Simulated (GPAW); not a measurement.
# VCrB4 (P6/mmm) in GPAW: equation of state with LDA

Aim: the equation of state of VCrB4 with LDA.

Program: GPAW 26.7.0. These are calculated values, not measurements. Logs are shortened: lines on timing, memory, paths and dates and some standing lists are left out, and cuts for length are marked. The log counts tension as positive stress, the text compression.

## (1) The crystal as given

It takes space group P6/mmm (No. 191, hexagonal). The conventional cell has a = 2.997 Å, b = 2.997 Å, c = 5.935 Å, α = 90.00°, β = 90.00°, γ = 120.00°. Around Cr (site symmetry 6/mmm) lie 12 B at 2.27 Å. Around V (site symmetry 6/mmm) lie 12 B at 2.29 Å. B (site symmetry 3m) has 3 B at 1.73 Å as nearest neighbours.

The cell comes from a database or a generator and needn't be the stable form of this composition.

## (2) Equation of state, LDA, collinear spin, ferromagnetic start

run.py reads:

```python
from ase import Atoms
from ase.eos import EquationOfState
from ase.io import Trajectory
from ase.units import GPa
from gpaw import GPAW, PW

atoms = Atoms(['Cr', 'V', 'B', 'B', 'B', 'B'],
              cell=[[2.9967019742, 0.0, 0.0],
                    [-1.4983509871, 2.5952200372, 0.0],
                    [0.0, 0.0, 5.934904]],
              scaled_positions=[[0.0, 0.0, 0.0],
                                [0.0, 0.0, 0.5],
                                [0.6666666667, 0.3333333333, 0.246844],
                                [0.6666666667, 0.3333333333, 0.753156],
                                [0.3333333333, 0.6666666667, 0.246844],
                                [0.3333333333, 0.6666666667, 0.753156]],
              pbc=True)
atoms.set_initial_magnetic_moments([3.0, 2.0, 0.0, 0.0, 0.0, 0.0])

traj = Trajectory('eos.traj', 'w')
volumes, energies = [], []
for x in [0.94, 0.96, 0.98, 1.0, 1.02, 1.04, 1.06]:
    a = atoms.copy()
    a.set_cell(atoms.cell * x**(1 / 3), scale_atoms=True)
    calc = GPAW(mode=PW(800),
                xc='LDA',
                kpts={'size': (7, 7, 3), 'gamma': True},
                occupations={'name': 'fermi-dirac', 'width': 0.05},
                nbands=33,
                convergence={'density': 1e-05, 'energy': 1e-05},
                maxiter=150,
                txt=f'eos-{x:.2f}.txt')
    a.calc = calc
    energies.append(a.get_potential_energy(force_consistent=True))
    volumes.append(a.get_volume())
    p = -a.get_stress()[:3].mean() / GPa
    calc.write(f'eos-{x:.2f}.gpw')
    traj.write(a)
    print(f'{x:.2f} {volumes[-1]:10.4f} A^3 {energies[-1]:14.6f} eV {p:9.3f} GPa', flush=True)

v0, e0, B = EquationOfState(volumes, energies, eos='birchmurnaghan').fit()
print(f'V0 = {v0:.4f} A^3, E0 = {e0:.6f} eV, B0 = {B / GPa:.2f} GPa')
```

Potentials or basis: the program's PAW data sets (release 1.2.1) made for this functional, pw.

The run is started by

```sh
$ OMP_NUM_THREADS=1 python run.py
```

What it wrote:

```text
__  _  _
 | _ |_)|_||  |
 |__||  | ||/\| - 26.7.0

Input parameters:
  mode=PW(ecut=800.0),
  convergence={'density': 1e-05, 'energy': 1e-05},
  kpts=MonkhorstPack(size=(7, 7, 3), gamma=True),
  maxiter=150,
  nbands=33,
  occupations=Occupations(name='fermi-dirac', width=0.05),
  xc=XC(name='LDA')

Diagonalizing LCAO Hamiltonian
Converting LCAO to pw mode

        B  B

       VB
           B

       Cr

Atoms  # Å, Bohr magnetons
|   | symbol |         x |        y |        z |    initial magnetic moments |
|---|--------|-----------|----------|----------|-----------------------------|
| 0 |     Cr |  0.000000 | 0.000000 | 0.000000 | ( 0.0000,  0.0000,  3.0000) |
| 1 |      V |  0.000000 | 0.000000 | 2.927346 | ( 0.0000,  0.0000,  2.0000) |
| 2 |      B |  1.478101 | 0.853382 | 1.445196 | ( 0.0000,  0.0000,  0.0000) |
| 3 |      B |  1.478101 | 0.853382 | 4.409497 | ( 0.0000,  0.0000,  0.0000) |
| 4 |      B | -0.000000 | 1.706763 | 1.445196 | ( 0.0000,  0.0000,  0.0000) |
| 5 |      B | -0.000000 | 1.706763 | 4.409497 | ( 0.0000,  0.0000,  0.0000) |

Unit cell  # Å
| periodic |         x |        y |        z |  lengths |     angles |
|----------|-----------|----------|----------|----------|------------|
|      yes |  2.956201 | 0.000000 | 0.000000 | 2.956201 |  90.000000 |
|      yes | -1.478101 | 2.560145 | 0.000000 | 2.956201 |  90.000000 |
|      yes |  0.000000 | 0.000000 | 5.854693 | 5.854693 | 120.000000 |

Number of symmetries: 24
Symmetry operations  # r_c * U_cc + t_c -> r_c
|    | kind |            matrix            |
|----|------|------------------------------|
|  0 |  σ   |  1, 1, 0,  0,-1, 0,  0, 0, 1 |
|  1 |  C2  |  1, 1, 0,  0,-1, 0,  0, 0,-1 |
|  2 |  C6  |  1, 1, 0, -1, 0, 0,  0, 0, 1 |
|  3 |  S6  |  1, 1, 0, -1, 0, 0,  0, 0,-1 |
|  4 |  E   |  1, 0, 0,  0, 1, 0,  0, 0, 1 |
|  5 |  σ   |  1, 0, 0,  0, 1, 0,  0, 0,-1 |
|  6 |  σ   |  1, 0, 0, -1,-1, 0,  0, 0, 1 |
|  7 |  C2  |  1, 0, 0, -1,-1, 0,  0, 0,-1 |
|  8 |  σ   |  0, 1, 0,  1, 0, 0,  0, 0, 1 |
|  9 |  C2  |  0, 1, 0,  1, 0, 0,  0, 0,-1 |
| 10 |  C3  |  0, 1, 0, -1,-1, 0,  0, 0, 1 |
| 11 |  S3  |  0, 1, 0, -1,-1, 0,  0, 0,-1 |
| 12 |  C6  |  0,-1, 0,  1, 1, 0,  0, 0, 1 |
| 13 |  S6  |  0,-1, 0,  1, 1, 0,  0, 0,-1 |
| 14 |  σ   |  0,-1, 0, -1, 0, 0,  0, 0, 1 |
| 15 |  C2  |  0,-1, 0, -1, 0, 0,  0, 0,-1 |
| 16 |  σ   | -1, 0, 0,  1, 1, 0,  0, 0, 1 |
| 17 |  C2  | -1, 0, 0,  1, 1, 0,  0, 0,-1 |
| 18 |  C2  | -1, 0, 0,  0,-1, 0,  0, 0, 1 |
| 19 |  i   | -1, 0, 0,  0,-1, 0,  0, 0,-1 |
| 20 |  C3  | -1,-1, 0,  1, 0, 0,  0, 0, 1 |
| 21 |  S3  | -1,-1, 0,  1, 0, 0,  0, 0,-1 |
| 22 |  σ   | -1,-1, 0,  0, 1, 0,  0, 0, 1 |
| 23 |  C2  | -1,-1, 0,  0, 1, 0,  0, 0,-1 |

BZ-sampling:
  Number of BZ points: 147
  Number of IBZ points: 16

  Monkhorst-Pack size: [7, 7, 3]
  Monkhorst-Pack shift: [0, 0, 0]

K-points  # in reciprocal-cell coordinates
|     |                                coordinates |     weight |
|-----|--------------------------------------------|------------|
|   0 | (  0.00000000,   0.00000000,   0.00000000) | 0.00680272 |
|   1 | (  0.00000000,   0.00000000,   0.33333333) | 0.01360544 |
|   2 | (  0.14285714,   0.00000000,   0.00000000) | 0.04081633 |
|   3 | (  0.14285714,   0.00000000,   0.33333333) | 0.08163265 |
|   4 | (  0.28571429,  -0.14285714,   0.00000000) | 0.04081633 |
|   5 | (  0.28571429,  -0.14285714,   0.33333333) | 0.08163265 |
|   6 | (  0.28571429,   0.00000000,   0.00000000) | 0.04081633 |
|   7 | (  0.28571429,   0.00000000,   0.33333333) | 0.08163265 |
|   8 | (  0.42857143,  -0.14285714,   0.00000000) | 0.08163265 |
|   9 | (  0.42857143,  -0.14285714,   0.33333333) | 0.16326531 |
| ... |                                            |            |
|  15 | (  0.42857143,   0.42857143,   0.33333333) | 0.08163265 |

Plane wave coefficients: 2290
Cutoff: 800.0 eV

Spin-components: 2 (collinear spins)
Bands:           33
Projectors:      32
Spin-degeneracy: 1
Datatype:        complex128

Parallelization:
  kpt:    1
  domain: 1
  band:   1

Density:
  Valence electrons: 31.0
  Components: 2
  Grid points: [20 20 40]
  Charge: 0.0  # |e|

Potential:
  Grid points: [20 20 40]

species:
  Cr:
    name:    Chromium
    Z:       24.0
    valence: 6
    core:    18
    charge:  0.0  # [|e|]
    compensation charges:
      type: gauss
      rc: 0.35  # [Å]
      lmax: 2
    cutoffs:
      filter: 2.14  # [Å]
      core: 3.04  # [Å]
    projectors
    | kind |    occ | energy [eV] | rcut [Å] |
    |------|--------|-------------|----------|
    |   4s |  1.000 |      -4.191 |    1.164 |
    |   4p |  0.000 |      -1.079 |    1.217 |
    |   3d |  5.000 |      -3.128 |    1.111 |
    |    s |        |      23.021 |    1.164 |
    |    p |        |      26.132 |    1.217 |
    |    d |        |      24.083 |    1.111 |

    Using partial waves for Cr as LCAO basis

  V:
    name:    Vanadium
    Z:       23.0
    valence: 13
    core:    10
    charge:  0.0  # [|e|]
    compensation charges:
      type: gauss
      rc: 0.37  # [Å]
      lmax: 2
    cutoffs:
      filter: 2.14  # [Å]
      core: 0.96  # [Å]
    projectors
    | kind |    occ | energy [eV] | rcut [Å] |
    |------|--------|-------------|----------|
    |   3s |  2.000 |     -69.819 |    1.254 |
    |   4s |  2.000 |      -4.846 |    1.254 |
    |   3p |  6.000 |     -43.961 |    1.281 |
    |   4p |  0.000 |      -1.526 |    1.281 |
    |   3d |  3.000 |      -5.381 |    1.169 |
    |    d |        |      21.830 |    1.169 |

    Using partial waves for V as LCAO basis

  B:
    name:    Boron
    Z:       5.0
    valence: 3
    core:    2
    charge:  0.0  # [|e|]
    compensation charges:
      type: gauss
      rc: 0.20  # [Å]
      lmax: 2
    cutoffs:
      filter: 1.14  # [Å]
      core: 1.42  # [Å]
    projectors
    | kind |    occ | energy [eV] | rcut [Å] |
    |------|--------|-------------|----------|
    |   2s |  2.000 |      -9.383 |    0.635 |
    |   2p |  1.000 |      -3.714 |    0.635 |
    |    s |        |      17.828 |    0.635 |
    |    p |        |      23.498 |    0.635 |
    |    d |        |       0.000 |    0.635 |

    Using partial waves for B as LCAO basis

Reference energy: -56944.742332  # eV

eigensolver:
  PPCG
  Converge bands: occupied
  niter=2

density mixing:
  MSR1-Mixer
  Pratt-step length: 0.05
  Maximum mixing coefficient: 0.75
  Old densities: 10
  SVD Regularization: 0.005
  Good broyden scale: 1.0
  Trust region scale: 1.0
  Backstep threshold: 4.0
  History deletion threshold: 6.0
  Fourier metric: weight=20.0, sigma=0.015

occupation numbers:
  Fermi-Dirac:
    width: 0.0500  # eV

poisson solver:
  ecut: 6400.0  # eV

xc functional:
  name: None

convergence criteria:
- Maximum integral of absolute [dens]ity change: 1e-05 electrons / valence electron
- Maximum [total energy] change in last 3 cyles: 1e-05 eV / valence electron
- Maximum integral of absolute [eigenst]ate change: 4e-08 eV^2 / valence electron
maximum number of iterations: 150

SCF iterations
|iter     | |      energy | eigst |  dens |  magmom |
|---------|-|-------------|-------|-------|---------|
|iter:   1| |  -56.008469 | +0.54 |       |  +4.9998|
|iter:   2| |  -54.546125 | -1.57 | -0.67 |  +4.8613|
|iter:   3| |  -53.678661 | -1.29 | -0.72 |  +4.3592|
|iter:   4| |  -53.213491 | -2.03 | -0.85 |  +3.8493|
|iter:   5| |  -53.304404 | -2.50 | -1.03 |  +3.3711|
|iter:   6| |  -53.478960 | -2.63 | -1.13 |  +2.4243|
|iter:   7| |  -53.546622 | -3.02 | -1.32 |  +1.4913|
|iter:   8| |  -53.565439 | -3.15 | -1.83 |  +1.0592|
|iter:   9| |  -53.578943 | -3.55 | -2.01 |  +0.7861|
|iter:  10| |  -53.586955 | -3.42 | -2.08 |  +0.4588|
|iter:  11| |  -53.592522 | -3.55 | -2.08 |  +0.5766|
|iter:  12| |  -53.592600 | -4.17 | -2.15 |  +0.5128|
|iter:  13| |  -53.593723 | -4.27 | -2.62 |  +0.4139|
|iter:  14| |  -53.593399 | -4.71 | -2.49 |  +0.4085|
|iter:  15| |  -53.593461 | -5.03 | -3.08 |  +0.3449|
|iter:  16| |  -53.593392c| -5.58 | -3.16 |  +0.3241|
|iter:  17| |  -53.593431c| -5.98 | -3.46 |  +0.3394|
|iter:  18| |  -53.593451c| -6.51 | -3.75 |  +0.3470|
|iter:  19| |  -53.593444c| -7.25 | -4.32 |  +0.3426|
|iter:  20| |  -53.593443c| -7.75c| -4.76 |  +0.3422|
|iter:  21| |  -53.593443c| -8.47c| -5.26c|  +0.3420|

Converged in 21 steps
Energy contributions relative to reference atoms: (reference = -56944.742332)

Energy contributions:
  Kinetic:          22.764202
  Coulomb:         -20.480064
  Zero:              0.305419
  External:          0.000000
  Xc:              -56.169065
  Entropy:          -0.027870
  Spinorbit:         0.000000
  ----------------------------
  Free energy:     -53.607378
  Extrapolated:    -53.593443

dipole moment: (-7.227496, -12.518391, -14.418816)  # |e|*Ang

Total magnetic moment: (0.000000, 0.000000, 0.341988)

Local magnetic moments
|        x |        y |         z |
|----------|----------|-----------|
| 0.000000 | 0.000000 |  0.344137 |  # Cr   0
| 0.000000 | 0.000000 | -0.037023 |  # V    1
| 0.000000 | 0.000000 |  0.001504 |  # B    2
| 0.000000 | 0.000000 |  0.001504 |  # B    3
| 0.000000 | 0.000000 |  0.001504 |  # B    4
| 0.000000 | 0.000000 |  0.001504 |  # B    5

Fermi level: 12.914
Eigenvalues  # (at kpt = [0.000, 0.000, 0.000])
| band index |      eig [eV] | occ [0-1] |      eig [eV] | occ [0-1] |
|------------|---------------|-----------|---------------|-----------|
|          0 |       -51.328 |     1.000 |       -51.365 |     1.000 |
|        ... |               |           |               |           |
|          9 |         9.314 |     1.000 |         9.439 |     1.000 |
|         10 |        10.531 |     1.000 |        10.546 |     1.000 |
|         11 |        10.622 |     1.000 |        10.745 |     1.000 |
|         12 |        10.622 |     1.000 |        10.745 |     1.000 |
|         13 |        11.534 |     1.000 |        11.547 |     1.000 |
|         14 |        11.534 |     1.000 |        11.547 |     1.000 |
[... 8 lines left out ...]
|         23 |        17.823 |     0.000 |        17.849 |     0.000 |
|         24 |        18.809 |     0.000 |        18.838 |     0.000 |
|        ... |               |           |               |           |
|         32 |        30.855 |     0.000 |        31.070 |     0.000 |

No gap
No difference between direct/indirect transitions

Stress tensor  # eV/Ang^3
|        x |        y |        z |
|----------|----------|----------|
| 0.008351 | 0.000000 | 0.000000 |
| 0.000000 | 0.008351 | 0.000000 |
| 0.000000 | 0.000000 | 0.022579 |

# Writing to eos-0.96.gpw (mode='')
```

Run time: 10 min. Hardware: 1 thread of Arm Neoverse V1, shared host; peak memory 0.35 GiB.

Results:

| Property | Result |
| --- | --- |
| Equilibrium volume | 7.35 Å³/atom |
| Bulk modulus at fixed shape and positions | 333 GPa |
| Pressure derivative of the bulk modulus | 6.0 (rough: it moves with the points fitted) |

Energy against volume, from the lowest point:
| volume (Å³/atom) | energy (meV/atom) |
| --- | --- |
| 7.231 | 1.61 |
| 7.385 | 0.00 |
| 7.539 | 4.68 |
| 7.693 | 14.93 |
| 7.847 | 30.19 |
| 8.000 | 49.50 |
| 8.154 | 72.23 |

Caveat: the cell was scaled at fixed shape and fractional positions, which overstates the stiffness of a crystal with free parameters, most of all of layers and chains.
